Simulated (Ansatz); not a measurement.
**Molecular dynamics of LiMn8O8**

Input file:

```yaml
accuracy: low
crystal:
  lattice:
    - [0.0, 4.4169, 4.4169]
    - [4.4169, 0.0, 4.4169]
    - [4.4169, 4.4169, 0.0]
  atoms:
    - { symbol: Mn, position: [-0.01855259, 0.05523105, -0.06586907], spin: 3.5 }
    - { symbol: O, position: [0.25327371, 0.24925172, 0.23629048] }
    - { symbol: Mn, position: [-0.00470125, 0.07513861, 0.47987931], spin: 3.5 }
    - { symbol: O, position: [0.25479095, 0.264772, 0.74750366] }
    - { symbol: Mn, position: [0.02275453, 0.5251741, -0.0591308], spin: 3.5 }
    - { symbol: O, position: [0.25651944, 0.73337491, 0.28618527] }
    - { symbol: Mn, position: [0.00400392, 0.47921423, 0.50609064], spin: 3.5 }
    - { symbol: O, position: [0.20078852, 0.79554636, 0.72833123] }
    - { symbol: Mn, position: [0.48759258, -0.00812445, 0.01768521], spin: 3.5 }
    - { symbol: O, position: [0.76823631, 0.25077258, 0.25399214] }
    - { symbol: Mn, position: [0.48183281, 0.01319961, 0.51695585], spin: 3.5 }
    - { symbol: O, position: [0.67570389, 0.30627864, 0.75907674] }
    - { symbol: Mn, position: [0.50520534, 0.50322059, -0.00617985], spin: 3.5 }
    - { symbol: O, position: [0.74201683, 0.82778874, 0.22447386] }
    - { symbol: Mn, position: [0.50217631, 0.52039704, 0.48407263], spin: 3.5 }
    - { symbol: O, position: [0.7703633, 0.75226628, 0.75203016] }
    - { symbol: Li, position: [0.90689766, 0.86768404, 0.41607808], spin: 1.0 }
magnetization:
  spin_polarized: true
basis:
  ecutwfc: 500.0
kpoints:
  mp_grid: { grid: [2, 2, 2] }
hamiltonian:
  xc: r2scan
  dispersion: d3bj
scf:
  occupations: { method: fermi_dirac, width: 0.05 }
  lower_state_search: "off"
md:
  timestep: 1
  n_steps: 150
  ensemble: nvt_langevin
  temperature: 1680.0
  initial_velocities: maxwell_boltzmann
  seed: 879983
  friction: 0.05
```

Run as:

```bash
$ ansatz run input.yaml --threads 4 --pin off --max-ram 10240MiB --backend cpu --events-out ev --progress --plain --runs-dir out
```

It goes on from the last frame of an earlier run, with new velocities.

Output, in part (warnings, step lines):

```
WARN: dispersion: an atom stands within reach of a switch of its C6 between two reference coordination numbers of its element: through that C6 alone, e_disp changes by 0.025 eV or more while the distances to its neighbours run over a stretch of 0.05 Å that contains this geometry (sites counted from …
md step     0: t =     0.00 fs  T =  1581.2 K  F+E_penalty+E_count = -35991.15037308 eV  E_kin = 3.474509 eV  (24 SCF iters)
[... lines left out ...]
```

The steps, from the saved trajectory:

```json
{"time (fs)": "0.0", "T (K)": "1581", "potential energy less start (eV)": "0.000"}
{"time (fs)": "5.0", "T (K)": "1893", "potential energy less start (eV)": "0.683"}
{"time (fs)": "10.0", "T (K)": "1684", "potential energy less start (eV)": "1.257"}
{"time (fs)": "15.0", "T (K)": "2363", "potential energy less start (eV)": "0.980"}
{"time (fs)": "20.0", "T (K)": "2217", "potential energy less start (eV)": "1.039"}
{"time (fs)": "25.0", "T (K)": "1942", "potential energy less start (eV)": "1.198"}
{"time (fs)": "30.0", "T (K)": "1430", "potential energy less start (eV)": "1.299"}
{"time (fs)": "35.0", "T (K)": "1570", "potential energy less start (eV)": "1.240"}
{"time (fs)": "40.0", "T (K)": "1392", "potential energy less start (eV)": "1.235"}
{"time (fs)": "45.0", "T (K)": "1688", "potential energy less start (eV)": "1.348"}
{"time (fs)": "50.0", "T (K)": "1874", "potential energy less start (eV)": "1.197"}
{"time (fs)": "55.0", "T (K)": "2090", "potential energy less start (eV)": "1.025"}
{"time (fs)": "60.0", "T (K)": "1734", "potential energy less start (eV)": "1.013"}
{"time (fs)": "65.0", "T (K)": "1356", "potential energy less start (eV)": "1.080"}
{"time (fs)": "70.0", "T (K)": "1197", "potential energy less start (eV)": "1.281"}
{"time (fs)": "75.0", "T (K)": "1256", "potential energy less start (eV)": "1.339"}
{"time (fs)": "80.0", "T (K)": "1226", "potential energy less start (eV)": "1.331"}
{"time (fs)": "85.0", "T (K)": "1340", "potential energy less start (eV)": "1.407"}
{"time (fs)": "90.0", "T (K)": "1617", "potential energy less start (eV)": "1.462"}
{"time (fs)": "95.0", "T (K)": "1488", "potential energy less start (eV)": "1.605"}
{"time (fs)": "100.0", "T (K)": "1428", "potential energy less start (eV)": "1.728"}
{"time (fs)": "105.0", "T (K)": "1918", "potential energy less start (eV)": "1.790"}
{"time (fs)": "110.0", "T (K)": "2244", "potential energy less start (eV)": "1.371"}
{"time (fs)": "115.0", "T (K)": "2060", "potential energy less start (eV)": "0.590"}
{"time (fs)": "120.0", "T (K)": "1986", "potential energy less start (eV)": "0.415"}
{"time (fs)": "125.0", "T (K)": "1805", "potential energy less start (eV)": "0.539"}
{"time (fs)": "130.0", "T (K)": "1352", "potential energy less start (eV)": "0.863"}
{"time (fs)": "135.0", "T (K)": "1893", "potential energy less start (eV)": "1.259"}
{"time (fs)": "140.0", "T (K)": "1841", "potential energy less start (eV)": "1.317"}
{"time (fs)": "145.0", "T (K)": "1545", "potential energy less start (eV)": "1.399"}
{"time (fs)": "150.0", "T (K)": "1637", "potential energy less start (eV)": "1.376"}
```

All steps were run. A run of 0.15 ps of so small a system gives no equilibrium averages. No Hubbard correction was used and the magnetic state wasn't searched. Limits of this set-up: coarse k mesh, low accuracy level.

Mean squared displacements from the first frame to the last, about the centre of mass: Mn 0.10 Å², O 0.13 Å², Li 0.03 Å².

Last frame:

```xyz
17
Lattice="0.0000 4.4169 4.4169 4.4169 0.0000 4.4169 4.4169 4.4169 0.0000" Properties=species:S:1:pos:R:3
Mn 0.006 -0.476 0.230
O 2.012 2.060 2.663
Mn 2.423 2.333 0.475
O 4.458 4.299 2.260
Mn 2.189 -0.153 2.247
O 4.212 1.728 4.504
Mn 4.238 2.011 2.055
O 6.636 4.337 4.559
Mn -0.077 2.058 2.172
O 2.330 4.575 4.647
Mn 2.083 3.974 2.377
O 4.292 6.394 4.535
Mn 2.286 1.825 4.991
O 4.545 4.208 7.058
Mn 4.523 4.231 4.367
O 6.705 6.489 7.212
Li 5.584 5.531 7.956
```

Time of the run: 49 min on 4 threads of Arm Neoverse V1, with other jobs on the host, peak memory 1.2 GiB.
